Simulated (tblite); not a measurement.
**C3H5FSn (SMILES C#[C][SnH]([CH3])[F]) at GFN2-xTB**

Aim: a geometry optimisation of C3H5FSn. Input form: a Python script.

Program for the calculation: tblite 0.8.0.

13 further runs of the same task are left out: 13 set aside as unsound or not needed.

**1. The structure to begin with**

C3H5FSn has 10 atoms, charge 0, and is taken as a singlet. SMILES: `C#[C][SnH]([CH3])[F]`. Geometry: relaxed at PBE0-D4/def2-TZVP. The run starts from this shape.

Bond lengths: C1–C2 1.206 Å, C2–Sn3 2.077 Å, Sn3–C4 2.117 Å, Sn3–F5 1.926 Å, C1–H6 1.066 Å, Sn3–H7 1.700 Å, C4–H8 1.090 Å, C4–H9 1.089 Å, C4–H10 1.089 Å. Some angles: C1–C2–Sn3 178.0°, C2–Sn3–C4 111.6°, C2–Sn3–F5 104.6°, C4–Sn3–F5 105.2°, C2–C1–H6 179.4°, C2–Sn3–H7 110.9°, C4–Sn3–H7 118.3°, F5–Sn3–H7 104.9°, Sn3–C4–H8 110.0°, Sn3–C4–H9 109.7°.

**2. A geometry optimisation at GFN2-xTB**

molecule.xyz reads:

```xyz
10

C      0.319200     2.495500    -1.344700
C      0.112500     1.338700    -1.071900
Sn    -0.277500    -0.631900    -0.543900
C     -0.036600    -0.944900     1.536200
F      1.132800    -1.646700    -1.373900
H      0.508800     3.514800    -1.594400
H     -1.705700    -1.185800    -1.281400
H     -0.782500    -0.373400     2.088900
H     -0.147900    -2.004500     1.763200
H      0.960000    -0.612800     1.824900
```

run.py reads:

```python
import json
import numpy as np
from tblite.interface import Calculator
from tblite.interface import symbols_to_numbers
from scipy.optimize import minimize

symbols = list(map(str, np.loadtxt("molecule.xyz", skiprows=2, usecols=0, dtype=str, ndmin=1)))
numbers = np.array(symbols_to_numbers(symbols))
positions = np.loadtxt("molecule.xyz", skiprows=2, usecols=(1, 2, 3), ndmin=2) / 0.52917721

calculator = Calculator("GFN2-xTB", numbers, positions, charge=0, uhf=0)
calculator.set("verbosity", 0)
calculator.set("accuracy", 0.01)
last, frames, energies, grads = [None], [], [], []

def fun(x):
    calculator.update(x.reshape(-1, 3))
    last[0] = calculator.singlepoint(last[0])
    return float(last[0].get('energy')), last[0].get('gradient').ravel()

def show(x):
    e, g = fun(x)
    frames.append(x.reshape(-1, 3).tolist())
    energies.append(e)
    grads.append(g.reshape(-1, 3).tolist())
    print(f"{len(energies) - 1:4d} {e:16.9f} {np.abs(g).max():12.3e} {np.linalg.norm(g):12.3e}")

print("step      energy/Eh       max grad     grad norm")
show(positions.ravel())
opt = minimize(fun, positions.ravel(), jac=True, method="BFGS", callback=show, options={"gtol": 3e-05, "maxiter": 500})
print("converged:", opt.success, "-", opt.message)
fun(opt.x)
result = last[0]
final = opt.x.reshape(-1, 3)
print("final geometry (angstrom)")
for s, p in zip(symbols, final * 0.529177210903):
    print(f"{s:<2} {p[0]:12.6f} {p[1]:12.6f} {p[2]:12.6f}")
print(f"E(total): {result.get('energy') * 27.211386:.8f} eV")
eps = np.atleast_2d(result.get("orbital-energies")) * 27.211386
occ = np.atleast_2d(result.get("orbital-occupations"))
filled = occ.sum(axis=0) if eps.shape[0] == 1 else occ[0]
homo = np.nonzero(filled > 0.5)[0].max()
print("  MO   occupation   energy/eV")
for i in range(max(0, homo - 4), min(eps.shape[1], homo + 5)):
    print(f"{i + 1:4d} {filled[i]:10.4f} {eps[0, i]:12.4f}")
mu = result.get("dipole") * 2.541746
print(f"|mu|: {np.linalg.norm(mu):.4f} D, components " + " ".join(f"{c:.4f}" for c in mu))
q = result.get("charges")
print("Charges:", " ".join(f"{s}{i + 1}={c:+.4f}" for i, (s, c) in enumerate(zip(symbols, q))))
out = {k: np.asarray(result.get(k)).tolist() for k in ("energy", "gradient", "charges", "dipole", "orbital-energies", "orbital-occupations")}
out.update(symbols=symbols, positions=(positions * 0.529177210903).tolist(), final=final.tolist(), frames=frames, step_energies=energies, grads=grads, success=bool(opt.success))
json.dump(out, open("results.json", "w"))
```

Launch:

```console
$ python run.py
```

Q: Predict the results. Wanted: total energy at the end; dipole moment; HOMO energy; LUMO energy; HOMO–LUMO gap.

Computed results:

Level: GFN2-xTB.

| quantity | value |
| --- | --- |
| total energy at the end | -15.70933 Eh |
| dipole moment | 4.42 D |
| HOMO energy | -11.68 eV |
| LUMO energy | -6.55 eV |
| HOMO–LUMO gap | 5.13 eV |

In words: At the final geometry: Bond lengths: C1–C2 1.202 Å, C2–Sn3 2.091 Å, Sn3–C4 2.163 Å, Sn3–F5 1.961 Å, C1–H6 1.054 Å, Sn3–H7 1.699 Å, C4–H8 1.083 Å, C4–H9 1.085 Å, C4–H10 1.085 Å. Some angles: C1–C2–Sn3 178.3°, C2–Sn3–C4 116.2°, C2–Sn3–F5 102.7°, C4–Sn3–F5 103.3°, C2–C1–H6 179.7°, C2–Sn3–H7 109.7°, C4–Sn3–H7 120.5°, F5–Sn3–H7 101.2°, Sn3–C4–H8 110.7°, Sn3–C4–H9 109.0°. The optimisation took 80 steps and changed the energy by -0.038 eV.
